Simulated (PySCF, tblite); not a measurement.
# C₃H₁₀O₃SeSi₂: geometry, infrared bands and NMR shifts

Wanted: the infrared bands and NMR shifts of C₃H₁₀O₃SeSi₂ (`C[Se][SiH2]OCC(=O)O[SiH3]`), by calculation.

The runs use tblite 0.8.0 and PySCF 2.14.0, with density-fitted response routines of our own; the level of theory stands in each step. All values are computed, except where a source is named. Atoms are numbered from 0 throughout.

**1. The starting structure**

19 atoms, charge 0, multiplicity 1; geometry from: force field or distance geometry start.

Bonds of the start (Å): C0–Se1 1.93, Se1–Si2 2.30, Si2–O3 1.73, O3–C4 1.41, C4–C5 1.47, C5–O6 1.27, C5–O7 1.40, O7–Si8 1.73, C0–H9 1.09, C0–H10 1.12, C0–H11 1.11, Si2–H12 1.47, Si2–H13 1.45, C4–H14 1.10, C4–H15 1.13, Si8–H16 1.48, Si8–H17 1.46, Si8–H18 1.48.

**2. Geometry optimisation with GFN2-xTB**

Job settings and geometry (Å):

```
{"job": {"kind": "relax", "xc": "GFN2-xTB", "basis": "xTB"}, "charge": 0, "multiplicity": 1}
C     -4.241400     0.301400     0.171400
Se    -2.402000     0.214300     0.743900
Si    -1.484400    -1.803900     0.149100
O      0.085500    -1.491800    -0.513300
C      0.550000    -0.406300     0.254100
C      1.892600     0.042700    -0.131200
O      2.477800    -0.587900    -1.069000
O      2.519300     1.115500     0.512700
Si     4.105700     1.600900     0.034500
H     -4.358300    -0.199200    -0.793800
H     -4.508800     1.389100     0.107600
H     -4.859800    -0.181900     0.961600
H     -1.334900    -2.558500     1.405900
H     -2.312700    -2.535500    -0.796200
H      0.411300    -0.613800     1.320700
H     -0.175700     0.417900    -0.012300
H      4.055800     2.987200    -0.472200
H      4.560800     0.759000    -1.070100
H      5.009200     1.559900     1.208800
```

Started as:

```console
OMP_NUM_THREADS=1 python probes_run.py task.json out
```

The driver reads the jobs from task.json and runs them one after another.

What it wrote:

```text
step      E/eV     max force
  0    -828.28722    5.116
  1    -828.60855    5.348
  2    -828.83197    1.060
  3    -828.90165    1.020
  4    -829.04325    0.962
  5    -829.13316    0.870
  6    -829.24856    0.820
  7    -829.31006    0.576
  8    -829.35856    0.477
  9    -829.39632    0.544
 10    -829.42875    0.482
 11    -829.45461    0.323
 12    -829.47479    0.306
 13    -829.49114    0.373
 14    -829.50741    0.398
 15    -829.52132    0.247
 16    -829.52912    0.222
 17    -829.53516    0.179
 18    -829.54262    0.252
 19    -829.55206    0.261
 20    -829.56277    0.254
 21    -829.57180    0.186
 22    -829.57862    0.186
 23    -829.58429    0.182
 24    -829.58957    0.160
 25    -829.59410    0.147
 26    -829.59781    0.126
 27    -829.60110    0.129
 28    -829.60454    0.142
 29    -829.60829    0.138
 30    -829.61180    0.124
 31    -829.61465    0.149
 32    -829.61689    0.122
 33    -829.61872    0.091
 34    -829.62038    0.090
 35    -829.62227    0.095
 36    -829.62465    0.115
 37    -829.62735    0.131
 38    -829.62983    0.126
 39    -829.63191    0.097
 40    -829.63399    0.132
 41    -829.63638    0.134
 42    -829.63882    0.122
 43    -829.64086    0.103
 44    -829.64261    0.122
 45    -829.64465    0.124
 46    -829.64757    0.149
 47    -829.65162    0.216
 48    -829.65661    0.221
 49    -829.66166    0.152
 50    -829.66619    0.152
 51    -829.67036    0.141
 52    -829.67360    0.176
 53    -829.67511    0.197
 54    -829.67884    0.123
 55    -829.68225    0.109
 56    -829.68515    0.104
 57    -829.68794    0.142
 58    -829.69038    0.157
 59    -829.69284    0.149
 60    -829.69516    0.110
 61    -829.69680    0.076
 62    -829.69805    0.081
 63    -829.69908    0.073
 64    -829.70034    0.073
 65    -829.70192    0.090
 66    -829.70377    0.090
 67    -829.70497    0.090
 68    -829.70608    0.074
 69    -829.70709    0.064
 70    -829.70806    0.068
 71    -829.70885    0.064
 72    -829.70951    0.051
 73    -829.71014    0.057
 74    -829.71083    0.052
 75    -829.71162    0.057
 76    -829.71241    0.063
 77    -829.71305    0.058
 78    -829.71353    0.048
 79    -829.71396    0.046
 80    -829.71444    0.053
 81    -829.71491    0.053
 82    -829.71528    0.038
 83    -829.71557    0.039
 84    -829.71586    0.035
 85    -829.71618    0.039
 86    -829.71649    0.039
 87    -829.71676    0.035
 88    -829.71705    0.034
 89    -829.71746    0.039
 90    -829.71802    0.047
 91    -829.71878    0.066
 92    -829.71986    0.096
 93    -829.72134    0.119
 94    -829.72315    0.121
 95    -829.72500    0.074
 96    -829.72483    0.329
 97    -829.72711    0.132
 98    -829.72831    0.086
 99    -829.73131    0.129
100    -829.73411    0.303
101    -829.73739    0.123
102    -829.74048    0.192
103    -829.74364    0.105
104    -829.74574    0.129
105    -829.74940    0.101
106    -829.75809    0.127
107    -829.76207    0.144
108    -829.76616    0.172
109    -829.77101    0.423
110    -829.77423    0.182
111    -829.78091    0.232
112    -829.78822    0.542
113    -829.79366    0.385
114    -829.79902    0.203
115    -829.80401    0.260
116    -829.80713    0.231
117    -829.81151    0.512
118    -829.81628    0.147
119    -829.81907    0.100
120    -829.82364    0.142
121    -829.82724    0.143
122    -829.83240    0.162
123    -829.83563    0.302
124    -829.83857    0.143
125    -829.84052    0.083
126    -829.84167    0.080
127    -829.84258    0.060
128    -829.84309    0.061
129    -829.84350    0.057
130    -829.84411    0.061
131    -829.84477    0.064
132    -829.84585    0.085
133    -829.84729    0.086
134    -829.84892    0.072
135    -829.85023    0.073
136    -829.85109    0.069
137    -829.85182    0.065
138    -829.85274    0.082
139    -829.85398    0.087
140    -829.85586    0.108
141    -829.85852    0.144
142    -829.86192    0.140
143    -829.86517    0.141
144    -829.86672    0.117
145    -829.86946    0.134
146    -829.87101    0.093
147    -829.87309    0.086
148    -829.87484    0.099
149    -829.87671    0.072
150    -829.87795    0.065
151    -829.87807    0.111
152    -829.87917    0.065
153    -829.87958    0.052
154    -829.88035    0.047
155    -829.88105    0.059
156    -829.88180    0.065
157    -829.88256    0.046
158    -829.88328    0.071
159    -829.88409    0.074
160    -829.88505    0.074
161    -829.88613    0.084
162    -829.88703    0.078
163    -829.88778    0.066
164    -829.88860    0.085
165    -829.88967    0.068
166    -829.89092    0.105
167    -829.89223    0.096
168    -829.89328    0.092
169    -829.89416    0.068
170    -829.89475    0.068
171    -829.89528    0.077
172    -829.89569    0.057
173    -829.89609    0.098
174    -829.89651    0.067
175    -829.89732    0.067
176    -829.89815    0.086
177    -829.89983    0.159
178    -829.90217    0.116
179    -829.90486    0.281
180    -829.90737    0.122
181    -829.90880    0.159
182    -829.91098    0.100
183    -829.91264    0.072
184    -829.91461    0.131
185    -829.91551    0.065
186    -829.91703    0.103
187    -829.91876    0.119
188    -829.92092    0.137
189    -829.92471    0.142
190    -829.92825    0.107
191    -829.92898    0.299
192    -829.93122    0.193
193    -829.93336    0.071
194    -829.93461    0.120
195    -829.93583    0.129
196    -829.93715    0.184
197    -829.93794    0.061
198    -829.93879    0.060
199    -829.93967    0.086
200    -829.94080    0.140
201    -829.94207    0.100
202    -829.94353    0.078
203    -829.94441    0.091
204    -829.94512    0.083
205    -829.94589    0.154
206    -829.94670    0.103
207    -829.94774    0.089
208    -829.94879    0.103
209    -829.94978    0.087
210    -829.95073    0.081
211    -829.95270    0.081
212    -829.95394    0.096
213    -829.95570    0.100
214    -829.95676    0.069
215    -829.95774    0.059
216    -829.95871    0.074
217    -829.95983    0.121
218    -829.96096    0.171
219    -829.96155    0.156
220    -829.96269    0.094
221    -829.96335    0.058
222    -829.96404    0.061
223    -829.96471    0.075
224    -829.96549    0.073
225    -829.96662    0.078
226    -829.96821    0.110
227    -829.97006    0.105
228    -829.97176    0.239
229    -829.97381    0.136
230    -829.97705    0.120
231    -829.98152    0.234
232    -829.98394    0.185
233    -829.98628    0.160
234    -829.98859    0.136
235    -829.99005    0.100
236    -829.99114    0.092
237    -829.99199    0.088
238    -829.99255    0.062
239    -829.99306    0.057
240    -829.99346    0.066
241    -829.99376    0.046
242    -829.99414    0.042
243    -829.99514    0.081
244    -829.99632    0.100
245    -829.99773    0.079
246    -829.99920    0.074
247    -830.00070    0.079
248    -830.00172    0.090
249    -830.00235    0.078
250    -830.00324    0.061
251    -830.00364    0.040
252    -830.00394    0.039
253    -830.00417    0.037
254    -830.00438    0.028
255    -830.00459    0.037
256    -830.00475    0.025
257    -830.00490    0.028
258    -830.00506    0.027
259    -830.00520    0.027
260    -830.00535    0.030
261    -830.00552    0.028
262    -830.00569    0.028
263    -830.00587    0.045
264    -830.00604    0.058
265    -830.00620    0.053
266    -830.00637    0.046
267    -830.00661    0.047
268    -830.00690    0.051
269    -830.00725    0.047
270    -830.00763    0.054
271    -830.00818    0.067
272    -830.00881    0.082
273    -830.00957    0.072
274    -830.01015    0.083
275    -830.01085    0.078
276    -830.01159    0.077
277    -830.01260    0.067
278    -830.01308    0.057
279    -830.01359    0.061
280    -830.01410    0.048
281    -830.01472    0.047
282    -830.01510    0.039
283    -830.01516    0.073
284    -830.01533    0.031
285    -830.01542    0.020
286    -830.01548    0.017
287    -830.01558    0.022
288    -830.01563    0.016
289    -830.01566    0.014
290    -830.01569    0.011
291    -830.01572    0.010
292    -830.01575    0.009
```

Run time: 11 s. Hardware: 1 thread of Intel Xeon at 2.50GHz, shared host; peak memory 0.18 GiB.

Along the way: (not every step is listed)

| step | energy from step 0 (eV) | largest force (eV/Å) |
| --- | --- | --- |
| 0 | 0.0000 | 5.1158 |
| 1 | -0.3213 | 5.3478 |
| 2 | -0.5447 | 1.0597 |
| 3 | -0.6144 | 1.0197 |
| 4 | -0.7560 | 0.9623 |
| 5 | -0.8459 | 0.8704 |
| 6 | -0.9613 | 0.8200 |
| 7 | -1.0228 | 0.5758 |
| 8 | -1.0713 | 0.4774 |
| 35 | -1.3350 | 0.0947 |
| 62 | -1.4108 | 0.0809 |
| 89 | -1.4302 | 0.0389 |
| 116 | -1.5199 | 0.2314 |
| 143 | -1.5779 | 0.1405 |
| 170 | -1.6075 | 0.0678 |
| 197 | -1.6507 | 0.0614 |
| 224 | -1.6783 | 0.0728 |
| 251 | -1.7164 | 0.0400 |
| 278 | -1.7259 | 0.0568 |
| 287 | -1.7284 | 0.0218 |
| 288 | -1.7284 | 0.0156 |
| 289 | -1.7284 | 0.0145 |
| 290 | -1.7285 | 0.0110 |
| 291 | -1.7285 | 0.0105 |
| 292 | -1.7285 | 0.0095 |

Distances of close pairs at the start and the end, largest changes first:

| bond | before (Å) | after (Å) | change (Å) |
| --- | --- | --- | --- |
| Si2–O3 | 1.732 | 1.628 | -0.104 |
| C5–O7 | 1.399 | 1.304 | -0.095 |
| C5–O6 | 1.273 | 1.207 | -0.066 |
| C4–C5 | 1.467 | 1.508 | +0.041 |
| O7–Si8 | 1.727 | 1.686 | -0.041 |
| C0–H10 | 1.122 | 1.086 | -0.036 |
| O3–C4 | 1.408 | 1.373 | -0.035 |
| C4–H15 | 1.130 | 1.099 | -0.031 |

The end geometry stands in the next job.

**3. Harmonic vibrations with GFN2-xTB**

Job settings and geometry (Å):

```
{"job": {"kind": "ir", "xc": "GFN2-xTB", "basis": "xTB"}, "charge": 0, "multiplicity": 1}
C     -3.707610     0.375309    -0.603493
Se    -1.806178     0.751922    -0.327307
Si    -1.158323    -1.347574     0.273428
O     -0.149361    -1.391682     1.550738
C      1.039835    -0.729710     1.735117
C      1.528199    -0.089128     0.460093
O      0.956282    -0.252594    -0.589758
O      2.598396     0.645374     0.585149
Si     3.172535     1.499398    -0.749895
H     -3.808543    -0.355855    -1.400031
H     -4.194683     1.303964    -0.885227
H     -4.134849    -0.008266     0.317646
H     -2.287596    -1.950038     0.977750
H     -0.767162    -2.132403    -0.890228
H      1.805170    -1.434188     2.088758
H      0.927437     0.057827     2.493573
H      2.122375     2.405915    -1.187053
H      3.560527     0.533681    -1.770428
H      4.293744     2.127298    -0.066636
```

What it wrote:

```text
mode    cm-1     km/mol
  1      22.0      2.53
  2      34.0      3.72
  3      47.6      4.68
  4      74.4      2.08
  5     107.1      0.69
  6     112.3      0.58
  7     115.0      3.70
  8     142.2     12.14
  9     163.2     10.31
 10     173.6     23.92
 11     187.8     36.29
 12     303.0      3.08
 13     371.1     34.02
 14     427.8     22.26
 15     526.0      1.96
 16     533.4     33.52
 17     567.2     12.27
 18     594.2     85.85
 19     617.8     69.01
 20     630.4    141.65
 21     712.9    123.46
 22     729.1     72.82
 23     737.1    125.62
 24     749.1    151.61
 25     769.0    226.12
 26     775.2    444.10
 27     797.8    271.52
 28     833.4    158.53
 29     886.0     16.45
 30     887.3      8.99
 31     951.4     10.21
 32     952.6     11.57
 33    1172.4      5.56
 34    1190.3    257.34
 35    1249.2    172.64
 36    1287.0     19.50
 37    1311.6    235.04
 38    1429.2     15.74
 39    1439.0      5.62
 40    1442.5      5.19
 41    1735.5    433.04
 42    2264.4    350.15
 43    2294.8    164.87
 44    2314.3    248.01
 45    2341.1     96.91
 46    2344.3    300.86
 47    2877.3     14.12
 48    2902.9     25.89
 49    3019.0      9.20
 50    3028.3     14.89
 51    3037.9      8.18
```

It took 3.7 s on 1 thread of Intel Xeon at 2.50GHz, shared host; peak memory 0.19 GiB.

The strongest bands and the atoms that carry them (share of the mass-weighted mode):

| cm⁻¹ | km/mol | atoms |
| --- | --- | --- |
| 775 | 444.1 | Si2 27 %, O3 20 %, O7 15 % |
| 798 | 271.5 | H18 30 %, H17 29 %, H16 28 % |
| 1190 | 257.3 | O3 47 %, C4 42 % |
| 1312 | 235.0 | C5 37 %, C4 19 %, H15 17 %, H14 13 % |
| 1736 | 433.0 | C5 63 %, O6 35 % |
| 2264 | 350.1 | H12 70 %, H13 26 % |
| 2314 | 248.0 | H17 95 % |
| 2344 | 300.9 | H16 50 %, H18 45 % |

**4. Shielding tensors: PBE0/pcSseg-1**

The job, as its differences from that of step 3:

```diff
@@ -1,2 +1,2 @@
-{"job": {"kind": "ir", "xc": "GFN2-xTB", "basis": "xTB"}, "charge": 0, "multiplicity": 1}
+{"job": {"kind": "nmr", "xc": "PBE0", "basis": "pcSseg-1"}, "charge": 0, "multiplicity": 1}
 C     -3.707610     0.375309    -0.603493
```

Method: GIAO PBE0/pcSseg-1 NMR shielding, non-relativistic, gas phase.

What it wrote:

```text
coarse grid: 75960 points
cycle   1  E = -3325.1913144805  dE =  3.495e-01  |g| = 1.260e+00  |ddm| = 4.095e+00
cycle   2  E = -3324.8198058026  dE =  3.715e-01  |g| = 1.840e+00  |ddm| = 1.927e+00
cycle   3  E = -3325.3896594130  dE = -5.699e-01  |g| = 3.451e-01  |ddm| = 1.405e+00
cycle   4  E = -3325.4052604670  dE = -1.560e-02  |g| = 1.737e-01  |ddm| = 3.036e-01
cycle   5  E = -3325.4104448073  dE = -5.184e-03  |g| = 2.878e-02  |ddm| = 1.213e-01
cycle   6  E = -3325.4105714527  dE = -1.266e-04  |g| = 6.561e-03  |ddm| = 2.407e-02
cycle   7  E = -3325.4105788802  dE = -7.428e-06  |g| = 2.398e-03  |ddm| = 6.380e-03
final grid: 157896 points
cycle   8  E = -3325.4105058846  dE =  1.357e-06  |g| = 3.712e-03  |ddm| = 5.006e-03
cycle   9  E = -3325.4105019026  dE =  3.982e-06  |g| = 5.987e-03  |ddm| = 6.962e-03
cycle  10  E = -3325.4105083217  dE = -6.419e-06  |g| = 4.474e-04  |ddm| = 4.363e-03
cycle  11  E = -3325.4105083545  dE = -3.277e-08  |g| = 9.681e-05  |ddm| = 3.091e-04
cycle  12  E = -3325.4105083561  dE = -1.615e-09  |g| = 1.166e-05  |ddm| = 7.263e-05
cycle  13  E = -3325.4105083561  dE = -2.547e-11  |g| = 3.703e-06  |ddm| = 1.293e-05
converged SCF energy = -3325.4105083561

GIAO shielding tensors (ppm)
atom      isotropic    diamagn.    paramagn.     s11        s22        s33       span
  0 C      178.572     247.407     -68.835    165.561    176.450    193.705     28.144
  1 Se    2023.370    3006.779    -983.409   1815.703   1821.184   2433.224    617.522
  2 Si     364.737     879.809    -515.072    316.773    356.432    421.006    104.234
  3 O      308.206     395.920     -87.714    258.803    311.286    354.530     95.727
  4 C      122.545     245.805    -123.260    102.649    103.819    161.166     58.517
  5 C        1.644     259.493    -257.849    -90.252     19.175     76.008    166.261
  6 O      -96.069     408.967    -505.036   -348.588   -228.997    289.377    637.966
  7 O      156.535     398.871    -242.336      7.378    209.586    252.642    245.264
  8 Si     382.761     879.981    -497.220    349.536    361.914    436.834     87.298
  9 H       29.864      29.071       0.793     22.661     27.732     39.198     16.536
 10 H       30.192      28.732       1.460     23.840     26.988     39.749     15.909
 11 H       29.772      28.994       0.778     22.913     27.598     38.804     15.891
 12 H       26.400      30.108      -3.708     21.877     25.831     31.493      9.616
 13 H       25.554      30.610      -5.056     22.063     23.523     31.075      9.012
 14 H       27.115      27.395      -0.280     21.918     26.658     32.767     10.850
 15 H       27.045      29.543      -2.498     22.902     26.075     32.158      9.255
 16 H       26.683      30.572      -3.888     22.704     26.739     30.607      7.902
 17 H       26.632      29.231      -2.599     23.365     25.086     31.447      8.082
 18 H       27.084      28.506      -1.422     23.344     25.587     32.322      8.978
```

Run time: 3.4 min. Hardware: 1 thread of Intel Xeon at 2.50GHz, shared host; peak memory 1.2 GiB.

The references, computed at this level on geometries of the same kind, shield at (ppm): 1H TMS 31.72, 13C TMS 186.9, 29Si TMS 349.2, 17O H2O 336.1, 77Se Me2Se 1758. Their shielding less the atom's gives the shift. The references are single molecules in the gas phase, so shifts against H2O, NH3, PH3, H3PO4 or CFCl3 are not on the usual liquid scales and can be off by tens of ppm. Atoms listed in one row are averaged.

| atoms | environment | σ (ppm) | δ (ppm) |
| --- | --- | --- | --- |
| C5 | carbonyl carbon | 1.6 | 185.3 |
| C4 | sp3 CH2 bonded to O, α to a carbonyl | 122.5 | 64.4 |
| C0 | methyl carbon bonded to Se | 178.6 | 8.4 |
| H12, H13 | hydrogen on a silicon bonded to O, Se | 25.98 | 5.74 |
| H16, H17, H18 | hydrogen on a silicon bonded to O | 26.80 | 4.92 |
| H14, H15 | hydrogen on an sp3 CH2 bonded to O, α to a carbonyl | 27.08 | 4.64 |
| H9, H10, H11 | hydrogen on a methyl carbon bonded to Se | 29.94 | 1.77 |
| Se1 | selenium bonded to C, Si | 2023 | -265 |
| Si2 | silicon bonded to O, Se, 2 H | 364.7 | -15.6 |
| Si8 | silicon bonded to O, 3 H | 382.8 | -33.6 |
| O6 | carbonyl oxygen | -96.1 | 432.1 |
| O7 | oxygen bonded to C, Si | 156.5 | 179.5 |
| O3 | oxygen bonded to C, Si | 308.2 | 27.9 |

The run also stored atomic charges by several schemes (e):

| atoms | Mulliken | IAO | Hirshfeld | ESP fit |
| --- | --- | --- | --- | --- |
| C0 | -0.34 | -0.53 | -0.13 | -0.52 |
| Se1 | -0.44 | -0.14 | -0.09 | -0.22 |
| Si2 | 0.88 | 0.87 | 0.31 | 0.41 |
| O3 | -0.62 | -0.62 | -0.22 | -0.35 |
| C4 | 0.16 | -0.09 | 0.00 | -0.13 |
| C5 | 0.43 | 0.51 | 0.22 | 0.93 |
| O6 | -0.45 | -0.44 | -0.19 | -0.55 |
| O7 | -0.56 | -0.56 | -0.17 | -0.56 |
| Si8 | 0.68 | 0.85 | 0.40 | 0.57 |

Mayer bond orders: C0–Se1 1.02, Se1–Si2 0.91, Si2–O3 0.93, O3–C4 0.93, C4–C5 0.98, C5–O6 1.80, C5–O7 1.12, O7–Si8 0.80.

The fields below are evaluated on a grid from the run's orbitals.

Frontier orbitals at PBE0/pcSseg-1, with the share of their density that lies nearest to each atom:

| orbital | energy (eV) | lies on |
| --- | --- | --- |
| HOMO | -6.10 | Se1 80 % |
| LUMO | -0.54 | C5 44 %; O6 24 %; O7 9 % |

ELF in a plane through or near 7 of the atoms.

Values, 10 rows by 14 columns:
```
0.00 0.00 0.00 0.00 0.00 0.00 0.00 0.00 0.00 0.00 0.00 0.00 0.00 0.00
0.00 0.00 0.00 0.00 0.00 0.03 0.00 0.00 0.00 0.00 0.00 0.00 0.00 0.00
0.00 0.00 0.00 0.00 0.11 1.00 0.34 0.68 0.16 0.25 0.24 0.00 0.00 0.00
0.00 0.00 0.00 0.00 0.01 0.79 0.24 0.47 0.27 0.98 0.95 0.00 0.00 0.00
0.00 0.00 0.00 0.24 0.86 0.47 0.73 0.17 0.29 0.28 0.01 0.19 0.00 0.00
0.00 0.02 0.89 0.17 0.78 0.52 0.53 0.05 0.58 0.49 0.69 0.93 0.04 0.00
0.00 0.23 1.00 0.52 0.27 0.12 0.04 0.36 0.36 0.48 0.23 0.38 0.02 0.00
0.00 0.01 0.55 0.30 1.00 1.00 0.01 0.42 0.85 0.25 0.72 0.84 0.01 0.00
0.00 0.00 0.00 0.01 0.79 0.76 0.00 0.00 0.04 0.00 0.01 0.00 0.00 0.00
0.00 0.00 0.00 0.00 0.00 0.00 0.00 0.00 0.00 0.00 0.00 0.00 0.00 0.00
```
The map spans 14.4 Å across and 10.4 Å up, centred on the molecule. Atoms in the plane (x, y in Å): C0 (3.6, -1.1), Se1 (1.7, -1.0), O3 (0.3, 2.0), C4 (-1.0, 1.8), O7 (-2.7, 0.1), H14 (-1.6, 2.6), H16 (-2.5, -2.4).

On the surface of density 0.002 e/bohr³ the electrostatic potential runs, from the 1st to the 99th percentile, from -1.36 V near O6 to 1.59 V near H18.

**5. Results**

| quantity | value |
| --- | --- |
| strongest single infrared mode (GFN2-xTB) | 775 cm⁻¹, 444 km/mol |
| zero-point energy (GFN2-xTB) | 77.5 kcal/mol |
| 13C shifts against TMS (PBE0/pcSseg-1) | 185.3, 64.4, 8.4 ppm |
| 1H shifts against TMS (PBE0/pcSseg-1, means over atoms taken as alike) | 5.74, 4.92, 4.64, 1.77 ppm |
| 77Se shifts against Me2Se (PBE0/pcSseg-1) | -265 ppm |
| 29Si shifts against TMS (PBE0/pcSseg-1) | -15.6, -33.6 ppm |
| 17O shifts against H2O (PBE0/pcSseg-1) | 432.1, 179.5, 27.9 ppm |
| surface potential, 1st and 99th percentile | -1.36 V and 1.59 V |

In words: The optimisation took 292 steps and gained 1.729 eV; among the close pairs (by a distance rule), Si2–O3 changed most, from 1.732 to 1.628 Å. All 51 modes are real, so the xTB geometry is a minimum. The strongest single mode, at 775 cm⁻¹, is spread over several atoms, Si2, O3, O7 among them. GFN2-xTB is a fitted tight-binding method: band positions and strengths are rough. Its intensities can rank the bands wrongly. At PBE0/pcSseg-1, counted by nearest atom on the grid, the HOMO lies on Se1 80 %, the LUMO on C5 44 %; O6 24 %. Spin-orbit coupling is left out, which matters for shieldings and couplings at and beside the heavy atoms.
